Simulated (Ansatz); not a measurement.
# Cl2GaH: molecular dynamics

Aim: follow the molecule's vibrations and see whether its bonds hold. The start is relaxed first. Runs: 40 steps of 3 fs at constant energy, with velocities drawn for 1000 K; 250 steps of 1 fs at constant energy, with velocities drawn for 200 K.

Method: RHF/def2-SVP, in Ansatz 0.2.0.

## (1) The structure to begin with

Bond lengths: Ga1–H2 1.570 Å, Ga1–Cl3 2.240 Å, Ga1–Cl4 2.240 Å. Angles: H2–Ga1–Cl3 120.0°, H2–Ga1–Cl4 120.0°, Cl3–Ga1–Cl4 120.0°.

As a file:

```xyz
4

Ga    0.0000    0.0000    0.0000
H     0.0000    0.0000    1.5700
Cl    1.9398    0.0000   -1.1200
Cl   -1.9398    0.0000   -1.1200
```

## (2) Relaxing the start

input.yaml

```yaml
crystal:
  periodic: [false, false, false]
  atoms:
    - { symbol: Ga, position_ang: [0.0, 0.0, 0.0] }
    - { symbol: H, position_ang: [0.0, 0.0, 1.57] }
    - { symbol: Cl, position_ang: [1.9398, 0.0, -1.12] }
    - { symbol: Cl, position_ang: [-1.9398, 0.0, -1.12] }
basis:
  gaussian: { orbitals: def2-SVP }
hamiltonian:
  xc: hf
relax:
  f_tol: 0.02
  max_steps: 40
```

Launch:

```bash
$ ansatz run input.yaml --threads 1 --pin off --max-ram 2048MiB --backend cpu --events-out ev --progress --plain --runs-dir out
```

The program printed, shortened:

```text
Warning: RAYON_NUM_THREADS=1 ignored (pool sized by the plan → 1); use --threads N
[...]
Functional definition: HF
[...]
724 factors; integrals over basis functions are off by at most 3.3e-4 eV
[...]
mean field -77345.75900475 eV, -2842.4042165861 hartree, gradient 1.5e-5 eV, S^2 0.000000; 0 other end points of the search recorded, 0 dependent functions left out
[...]
reference -77345.75900475 eV, -2842.4042165861 hartree; 33, 33 occupied and 40, 40 virtual orbitals, 724 factors
relax step   1: F+E_penalty+E_count = -77345.75900475 eV  Δ(F+E_penalty+E_count) = +0.000e0 eV  max|allowed force component| = 1.322e0 eV/Å  Δτ_max = 0.0000 Å  (28 SCF iters, accepted)
[...]
relax step   2: F+E_penalty+E_count = -77345.91988310 eV  Δ(F+E_penalty+E_count) = -1.609e-1 eV  max|allowed force component| = 1.447e-1 eV/Å  Δτ_max = 0.1256 Å  (26 SCF iters, accepted)
[...]
relax step   3: F+E_penalty+E_count = -77345.92086432 eV  Δ(F+E_penalty+E_count) = -9.812e-4 eV  max|allowed force component| = 1.106e-2 eV/Å  Δτ_max = 0.0076 Å  (26 SCF iters, accepted)
724 factors; integrals over basis functions are off by at most 3.2e-4 eV
[...]
mean field -77345.92086432 eV, -2842.4101648156 hartree, gradient 2.3e-5 eV, S^2 0.000000; 1 other end points of the search recorded, 0 dependent functions left out
[...]
reference -77345.92086432 eV, -2842.4101648156 hartree; 33, 33 occupied and 40, 40 virtual orbitals, 724 factors
Total energy: -77345.92086432 eV, -2842.4101648156 hartree
Atom 0 at     0.000000    -0.000000     0.016614 Å, force     0.000000    -0.000000    -0.011057 eV/Å
Atom 1 at    -0.000000     0.000000     1.563076 Å, force    -0.000000    -0.000000     0.009507 eV/Å
Atom 2 at     1.816697     0.000000    -1.124845 Å, force     0.007980     0.000000     0.000775 eV/Å
Atom 3 at    -1.816697     0.000000    -1.124845 Å, force    -0.007980    -0.000000     0.000775 eV/Å
Dipole moment:    -0.000000    -0.000000     0.403232 e Å
```

Wall time 4.5 s (1 thread of Arm Neoverse V2, shared host); peak memory 0.14 GiB.

Relaxation path:

| step | energy from step 1 (eV) | largest force component (eV/Å) |
| --- | --- | --- |
| 1 | 0.0000 | 1.3217 |
| 2 | -0.1609 | 0.1447 |
| 3 | -0.1619 | 0.0111 |

Step 1 is the start.

After: Bond lengths: Ga1–H2 1.546 Å, Ga1–Cl3 2.146 Å, Ga1–Cl4 2.146 Å. Angles: H2–Ga1–Cl3 122.1°, H2–Ga1–Cl4 122.1°, Cl3–Ga1–Cl4 115.7°.

## (3) Run 1

40 steps of 3 fs at constant energy, with velocities drawn for 1000 K, from the relaxed start.

input.yaml

```yaml
crystal:
  periodic: [false, false, false]
  atoms:
    - { symbol: Ga, position_ang: [0.0, 0.0, 0.016614] }
    - { symbol: H, position_ang: [0.0, 0.0, 1.563076] }
    - { symbol: Cl, position_ang: [1.816697, 0.0, -1.124845] }
    - { symbol: Cl, position_ang: [-1.816697, 0.0, -1.124845] }
basis:
  gaussian: { orbitals: def2-SVP }
hamiltonian:
  xc: hf
md:
  timestep: 3.0
  n_steps: 40
  ensemble: nve
  temperature: 1000.0
  initial_velocities: maxwell_boltzmann
  seed: 100547
```

Launch:

```bash
$ ansatz run input.yaml --threads 1 --pin off --max-ram 2048MiB --backend cpu --events-out ev --progress --plain --runs-dir out
```

The program printed, shortened:

```text
Warning: RAYON_NUM_THREADS=1 ignored (pool sized by the plan → 1); use --threads N
[...]
[... 1 set-up line as earlier in the session ...]
[...]
730 factors; integrals over basis functions are off by at most 3.2e-4 eV
[...]
mean field -77345.92091196 eV, -2842.4101665664 hartree, gradient 9.7e-6 eV, S^2 0.000000; 0 other end points of the search recorded, 0 dependent functions left out
[...]
reference -77345.92091196 eV, -2842.4101665664 hartree; 33, 33 occupied and 40, 40 virtual orbitals, 730 factors
md step     0: t =     0.00 fs  T =  1000.0 K  F+E_penalty+E_count = -77345.92091196 eV  E_kin = 0.258520 eV  conserved = -77345.66239196 eV  (28 SCF iters)
[...]
md step    10: t =    30.00 fs  T =  1485.8 K  F+E_penalty+E_count = -77345.82093757 eV  E_kin = 0.384112 eV  conserved = -77345.43682512 eV  (30 SCF iters)
[...]
md step    20: t =    60.00 fs  T =  6372.8 K  F+E_penalty+E_count = -77345.28963668 eV  E_kin = 1.647502 eV  conserved = -77343.64213452 eV  (28 SCF iters)
[...]
md step    30: t =    90.00 fs  T = 47796.1 K  F+E_penalty+E_count = -77337.66069798 eV  E_kin = 12.356260 eV  conserved = -77325.30443816 eV  (36 SCF iters)
[...]
md step    39: t =   117.00 fs  T = 45890.2 K  F+E_penalty+E_count = -77337.17303878 eV  E_kin = 11.863522 eV  conserved = -77325.30951723 eV  (37 SCF iters)
[...]
md step    40: t =   120.00 fs  T = 45743.6 K  F+E_penalty+E_count = -77337.13508585 eV  E_kin = 11.825646 eV  conserved = -77325.30943975 eV  (95 SCF iters)
Total energy: -77337.13508585 eV, -2842.0872934120 hartree
Atom 0 at     0.016983     0.009470    -0.241538 Å, force    -0.848744    -0.002563    -0.137534 eV/Å
Atom 1 at     0.074212    -0.297824    23.140692 Å, force    -0.000047     0.000190    -0.013858 eV/Å
Atom 2 at     1.970593    -0.005270    -1.163451 Å, force    -0.042855    -0.001852    -0.126248 eV/Å
Atom 3 at    -2.006106    -0.004888    -1.192052 Å, force     0.891646     0.004225     0.277640 eV/Å
Dipole moment:     0.065646     0.040867    -2.485035 e Å
```

Run time: 41 s. Hardware: 1 thread of Arm Neoverse V2, shared host; peak memory 0.13 GiB.

## (4) What the atoms did

The trajectory, every 3 steps (energies from step 0):

| time (fs) | T (K) | potential energy change (meV/atom) | total energy change (meV/atom) |
| --- | --- | --- | --- |
| 0.0 | 1000 | 0.0 | 0.00 |
| 9.0 | 921 | 4.8 | -0.31 |
| 18.0 | 122 | 93.5 | 36.80 |
| 27.0 | 223 | 126.4 | 76.17 |
| 36.0 | 771 | 86.7 | 71.91 |
| 45.0 | 2566 | 60.2 | 161.40 |
| 54.0 | 2886 | 12.6 | 134.43 |
| 63.0 | 1466 | 497.8 | 527.88 |
| 72.0 | 7485 | 38.2 | 457.38 |
| 81.0 | 54272 | 1680.8 | 5123.73 |
| 90.0 | 47796 | 2065.1 | 5089.49 |
| 99.0 | 46779 | 2129.8 | 5088.46 |
| 108.0 | 46330 | 2158.5 | 5088.19 |
| 117.0 | 45890 | 2187.0 | 5088.22 |
| 120.0 | 45744 | 2196.5 | 5088.24 |

time (fs), T (K) and a bar:
```
      0.0       1000 
      6.0        326 
      9.0        921 
     15.0       1040 
     21.0        458 
     27.0        223 
     30.0       1486 #
     36.0        771 
     42.0        402 
     48.0        259 
     51.0        790 
     57.0        462 
     63.0       1466 #
     69.0       2732 #
     72.0       7485 ###
     78.0      66262 ##############################
     84.0      50115 #######################
     90.0      47796 ######################
     93.0      47317 #####################
     99.0      46779 #####################
    105.0      46469 #####################
    111.0      46188 #####################
    114.0      46040 #####################
    120.0      45744 #####################
```

Bonds that form or break, judged by distance (formed within 1.15 times the sum of covalent radii and held on average over 12 fs, broken when stretched by half; pairs already stretched at the start don't count as bonds):

| time (fs) | bond | event |
| --- | --- | --- |
| 78.0 | Ga1–H2 | breaks |

## (5) Snapshots as a file

Extended XYZ, with forces in eV/Å:

```xyz
4
time_fs=15.0 T=1040 dE=0.0544
Ga   -0.017    0.002    0.027    0.797   -0.137    0.596
H    -0.096   -0.058    1.623    0.192    0.075   -0.800
Cl    1.833   -0.001   -1.149   -0.581    0.030    0.484
Cl   -1.797   -0.001   -1.123   -0.408    0.032   -0.280
4
time_fs=30.0 T=1486 dE=0.1000
Ga   -0.011    0.001    0.031    0.663   -0.080    1.194
H     0.064   -0.029    1.684   -0.154    0.049   -1.490
Cl    1.818   -0.001   -1.146   -0.345    0.016    0.272
Cl   -1.798   -0.001   -1.135   -0.164    0.015    0.024
4
time_fs=45.0 T=2566 dE=0.2407
Ga    0.011   -0.001    0.028   -0.514    0.135    2.078
H     0.072    0.047    1.755   -0.171   -0.091   -2.174
Cl    1.785    0.001   -1.129    0.447   -0.023   -0.219
Cl   -1.809    0.001   -1.147    0.238   -0.022    0.314
4
time_fs=60.0 T=6373 dE=0.6313
Ga    0.017   -0.002    0.021   -1.226    0.183    3.027
H    -0.115    0.061    1.888    0.327   -0.132   -2.978
Cl    1.777    0.001   -1.125    0.703   -0.025   -0.252
Cl   -1.807    0.001   -1.143    0.196   -0.027    0.204
4
time_fs=75.0 T=8055 dE=4.9951
Ga   -0.005    0.000    0.030    1.097   -0.028  -28.165
H    -0.037    0.001    1.062   -0.773    0.029   28.625
Cl    1.806   -0.001   -1.134    0.010   -0.001   -0.085
Cl   -1.796    0.000   -1.127   -0.334   -0.001   -0.375
4
time_fs=90.0 T=47796 dE=8.2602
Ga   -0.018    0.003   -0.084    1.137    0.001    0.887
H    -0.002   -0.104    8.886    0.000    0.001   -0.105
Cl    1.845   -0.002   -1.139    0.300    0.000   -0.063
Cl   -1.811   -0.002   -1.121   -1.436   -0.003   -0.720
4
time_fs=105.0 T=46469 dE=8.5982
Ga   -0.001    0.006   -0.170    0.013    0.003    0.443
H     0.036   -0.201   16.049    0.000    0.000   -0.030
Cl    1.899   -0.004   -1.145    0.301   -0.002   -0.203
Cl   -1.899   -0.003   -1.149   -0.313   -0.002   -0.210
4
time_fs=120.0 T=45744 dE=8.7858
Ga    0.017    0.009   -0.241   -0.849   -0.003   -0.138
H     0.074   -0.298   23.141    0.000    0.000   -0.014
Cl    1.971   -0.005   -1.163   -0.043   -0.002   -0.126
Cl   -2.006   -0.005   -1.192    0.892    0.004    0.278
```

Reading of run 1. The temperature runs away to 66262 K: the integration has become unstable, and nothing after that is physical.

## (6) Run 2

250 steps of 1 fs at constant energy, with velocities drawn for 200 K, from the relaxed start. H is given a mass of 3.016 u.

input.yaml, as its differences from that of step 3:

```diff
@@ -12,7 +12,8 @@
 md:
-  timestep: 3.0
-  n_steps: 40
+  timestep: 1.0
+  n_steps: 250
   ensemble: nve
-  temperature: 1000.0
+  temperature: 200.0
   initial_velocities: maxwell_boltzmann
-  seed: 100547
+  seed: 930293
+  masses: [{ species: H, mass: 3.016 }]
```

Launch:

```bash
$ ansatz run input.yaml --threads 1 --pin off --max-ram 2048MiB --backend cpu --events-out ev --progress --plain --runs-dir out
```

The program printed, shortened:

```text
Warning: RAYON_NUM_THREADS=1 ignored (pool sized by the plan → 1); use --threads N
[...]
[... 1 set-up line as earlier in the session ...]
[...]
730 factors; integrals over basis functions are off by at most 3.2e-4 eV
[...]
mean field -77345.92091196 eV, -2842.4101665664 hartree, gradient 9.7e-6 eV, S^2 0.000000; 0 other end points of the search recorded, 0 dependent functions left out
[...]
reference -77345.92091196 eV, -2842.4101665664 hartree; 33, 33 occupied and 40, 40 virtual orbitals, 730 factors
md step     0: t =     0.00 fs  T =   200.0 K  F+E_penalty+E_count = -77345.92091196 eV  E_kin = 0.051704 eV  conserved = -77345.86920796 eV  (28 SCF iters)
[...]
md step    19: t =    19.00 fs  T =    19.1 K  F+E_penalty+E_count = -77345.87391934 eV  E_kin = 0.004936 eV  conserved = -77345.86898382 eV  (18 SCF iters)
[...]
md step    38: t =    38.00 fs  T =   138.9 K  F+E_penalty+E_count = -77345.90510435 eV  E_kin = 0.035910 eV  conserved = -77345.86919436 eV  (26 SCF iters)
[...]
md step    57: t =    57.00 fs  T =   102.4 K  F+E_penalty+E_count = -77345.89549690 eV  E_kin = 0.026461 eV  conserved = -77345.86903541 eV  (26 SCF iters)
[...]
md step    74: t =    74.00 fs  T =    84.9 K  F+E_penalty+E_count = -77345.89099282 eV  E_kin = 0.021958 eV  conserved = -77345.86903516 eV  (27 SCF iters)
md step    75: t =    75.00 fs  T =    91.2 K  F+E_penalty+E_count = -77345.89263830 eV  E_kin = 0.023571 eV  conserved = -77345.86906683 eV  (26 SCF iters)
```

## (7) The output, continued: dynamics from the start

Output, continued, shortened:

```text
md step    76: t =    76.00 fs  T =    98.6 K  F+E_penalty+E_count = -77345.89460602 eV  E_kin = 0.025501 eV  conserved = -77345.86910510 eV  (26 SCF iters)
[...]
md step   100: t =   100.00 fs  T =    82.8 K  F+E_penalty+E_count = -77345.89040997 eV  E_kin = 0.021394 eV  conserved = -77345.86901577 eV  (27 SCF iters)
[...]
md step   124: t =   124.00 fs  T =    67.4 K  F+E_penalty+E_count = -77345.88642014 eV  E_kin = 0.017417 eV  conserved = -77345.86900318 eV  (27 SCF iters)
[...]
md step   148: t =   148.00 fs  T =    91.4 K  F+E_penalty+E_count = -77345.89271640 eV  E_kin = 0.023626 eV  conserved = -77345.86909069 eV  (26 SCF iters)
[...]
md step   170: t =   170.00 fs  T =   160.2 K  F+E_penalty+E_count = -77345.91060664 eV  E_kin = 0.041423 eV  conserved = -77345.86918401 eV  (26 SCF iters)
md step   171: t =   171.00 fs  T =   163.4 K  F+E_penalty+E_count = -77345.91143548 eV  E_kin = 0.042244 eV  conserved = -77345.86919117 eV  (26 SCF iters)
```

## (8) The output, continued: dynamics from the start

The log, continued, shortened:

```text
md step   172: t =   172.00 fs  T =   160.5 K  F+E_penalty+E_count = -77345.91066056 eV  E_kin = 0.041483 eV  conserved = -77345.86917730 eV  (26 SCF iters)
[...]
md step   191: t =   191.00 fs  T =    27.1 K  F+E_penalty+E_count = -77345.87597962 eV  E_kin = 0.007004 eV  conserved = -77345.86897566 eV  (17 SCF iters)
[...]
md step   210: t =   210.00 fs  T =   140.3 K  F+E_penalty+E_count = -77345.90544136 eV  E_kin = 0.036271 eV  conserved = -77345.86917006 eV  (25 SCF iters)
[...]
md step   229: t =   229.00 fs  T =    92.0 K  F+E_penalty+E_count = -77345.89279678 eV  E_kin = 0.023776 eV  conserved = -77345.86902111 eV  (27 SCF iters)
[...]
md step   248: t =   248.00 fs  T =    92.1 K  F+E_penalty+E_count = -77345.89294294 eV  E_kin = 0.023801 eV  conserved = -77345.86914177 eV  (26 SCF iters)
md step   249: t =   249.00 fs  T =   103.8 K  F+E_penalty+E_count = -77345.89600812 eV  E_kin = 0.026832 eV  conserved = -77345.86917635 eV  (26 SCF iters)
[...]
md step   250: t =   250.00 fs  T =   110.5 K  F+E_penalty+E_count = -77345.89774419 eV  E_kin = 0.028555 eV  conserved = -77345.86918963 eV  (28 SCF iters)
Total energy: -77345.89774419 eV, -2842.4093151665 hartree
Atom 0 at     0.004857    -0.018135     0.016297 Å, force    -0.246852     0.418032    -0.150297 eV/Å
Atom 1 at    -0.008485     0.179652     1.548761 Å, force     0.013033    -0.173064     0.057380 eV/Å
Atom 2 at     1.820204     0.009187    -1.121732 Å, force     0.030141    -0.121170    -0.020785 eV/Å
Atom 3 at    -1.829034     0.011196    -1.126116 Å, force     0.203678    -0.123798     0.113702 eV/Å
Dipole moment:     0.023259    -0.076582     0.409347 e Å
```

Wall time 4.1 min (1 thread of Arm Neoverse V2, shared host); peak memory 0.14 GiB.

## (9) Frames and traces

One step in 13; energies are changes from step 0:

| time (fs) | T (K) | potential energy change (meV/atom) | total energy change (meV/atom) |
| --- | --- | --- | --- |
| 0.0 | 200 | 0.0 | 0.00 |
| 13.0 | 110 | 5.9 | 0.01 |
| 26.0 | 73 | 8.2 | 0.01 |
| 39.0 | 145 | 3.6 | 0.00 |
| 52.0 | 140 | 3.9 | 0.01 |
| 65.0 | 142 | 3.7 | 0.01 |
| 78.0 | 108 | 5.9 | 0.01 |
| 91.0 | 78 | 7.9 | 0.01 |
| 104.0 | 154 | 3.0 | 0.01 |
| 117.0 | 162 | 2.4 | 0.01 |
| 130.0 | 81 | 7.7 | 0.02 |
| 143.0 | 98 | 6.6 | 0.01 |
| 156.0 | 114 | 5.6 | 0.02 |
| 169.0 | 151 | 3.2 | 0.01 |
| 182.0 | 119 | 5.2 | 0.02 |
| 195.0 | 48 | 9.9 | 0.02 |
| 208.0 | 102 | 6.3 | 0.03 |
| 221.0 | 168 | 2.1 | 0.02 |
| 234.0 | 79 | 7.8 | 0.03 |
| 247.0 | 77 | 8.0 | 0.03 |
| 250.0 | 110 | 5.8 | 0.00 |

time (fs), T (K) and a bar:
```
      0.0        200 ##############################
     11.0        124 #################
     22.0         30 
     33.0         63 ######
     43.0        116 ###############
     54.0        136 ###################
     65.0        142 ####################
     76.0         99 ############
     87.0         33 #
     98.0         64 ######
    109.0        156 ######################
    120.0        136 ###################
    130.0         81 #########
    141.0         69 #######
    152.0         72 #######
    163.0        106 #############
    174.0        140 ###################
    185.0        119 ################
    196.0         57 #####
    207.0         82 #########
    217.0        142 ####################
    228.0        109 ##############
    239.0         88 ##########
    250.0        110 ##############
```

Maxima of the velocity power spectrum (cm⁻¹, relative height; resolution about 270 cm⁻¹): 330 (100), 1270 (50).

## (10) Frames from the trajectory

Positions (Å) and forces (eV/Å):

```xyz
4
time_fs=31.0 T=57 dE=0.0373
Ga    0.004   -0.018    0.016   -0.264    0.339   -0.749
H     0.050    0.172    1.515   -0.074   -0.097    0.675
Cl    1.820    0.010   -1.117    0.075   -0.121   -0.107
Cl   -1.833    0.010   -1.128    0.263   -0.120    0.182
4
time_fs=62.0 T=116 dE=0.0219
Ga   -0.008    0.007    0.009    0.490   -0.134   -0.342
H    -0.070   -0.064    1.526    0.112    0.044    0.501
Cl    1.833   -0.004   -1.125   -0.233    0.045    0.162
Cl   -1.812   -0.004   -1.107   -0.369    0.045   -0.321
4
time_fs=94.0 T=78 dE=0.0316
Ga    0.011    0.016    0.013   -0.599   -0.378    0.258
H     0.054   -0.147    1.572   -0.106    0.178   -0.319
Cl    1.814   -0.009   -1.112    0.278    0.099   -0.230
Cl   -1.840   -0.009   -1.132    0.427    0.101    0.291
4
time_fs=125.0 T=58 dE=0.0368
Ga   -0.013   -0.013    0.014    0.745    0.350    0.680
H    -0.004    0.132    1.597    0.007   -0.181   -0.639
Cl    1.831    0.006   -1.132   -0.330   -0.086    0.220
Cl   -1.804    0.008   -1.115   -0.422   -0.083   -0.261
4
time_fs=156.0 T=114 dE=0.0222
Ga    0.013   -0.010    0.019   -0.718    0.270    0.362
H    -0.045    0.108    1.582    0.084   -0.129   -0.338
Cl    1.800    0.004   -1.122    0.376   -0.068   -0.182
Cl   -1.823    0.007   -1.133    0.258   -0.073    0.158
4
time_fs=188.0 T=72 dE=0.0333
Ga   -0.010    0.017    0.025    0.478   -0.336   -0.651
H     0.058   -0.161    1.532   -0.077    0.110    0.522
Cl    1.823   -0.012   -1.135   -0.264    0.117    0.150
Cl   -1.807   -0.008   -1.129   -0.137    0.110   -0.021
4
time_fs=219.0 T=150 dE=0.0132
Ga    0.003    0.004    0.018   -0.143   -0.066   -0.542
H    -0.036   -0.032    1.529    0.048    0.020    0.630
Cl    1.810   -0.004   -1.125    0.126    0.023   -0.047
Cl   -1.814   -0.001   -1.124   -0.031    0.024   -0.041
4
time_fs=250.0 T=110 dE=0.0232
Ga    0.005   -0.018    0.016   -0.247    0.418   -0.150
H    -0.009    0.180    1.549    0.013   -0.173    0.057
Cl    1.820    0.009   -1.122    0.030   -0.121   -0.021
Cl   -1.829    0.011   -1.126    0.204   -0.124    0.114
```

On run 2: The temperature starts at 200 K and averages 96 K in the second half, where it ranges from 25 to 177 K. About half is expected from a start at a minimum: kinetic energy passes into potential energy until both shares match. The total energy strays from its start by at most 0.06 meV/atom, 0.9 % of the mean kinetic energy, so a step of 1 fs is short enough over this time. The bonds all hold.

## (11) What came out

| quantity | value |
| --- | --- |
| relaxation of the start | 2 moves, 0.162 eV lower |
| run 1: length | 40 steps of 3 fs |
| run 1: temperature, first and last step | 1000 and 45744 K |
| run 1: temperature, second half | mean 36077 K, from 116 to 66262 K |
| run 1: potential energy, second half | +1577 meV/atom from this run's first step |
| run 1: largest change of the total energy | 5183.37 meV/atom |
| run 1: bonds formed or broken | 1 |
| run 2: length | 250 steps of 1 fs |
| run 2: temperature, first and last step | 200 and 110 K |
| run 2: temperature, second half | mean 96 K, from 25 to 177 K |
| run 2: potential energy, second half | +7 meV/atom from this run's first step |
| run 2: largest change of the total energy | 0.06 meV/atom |
| run 2: bonds formed or broken | 0 |

**Reading.** Mean temperatures of the second halves: none that means anything (unstable run), 96 K. Bonds changed in run 1 (an artefact of the unstable or too long step). 250 fs on 4 atoms is far too short and small for converged averages.
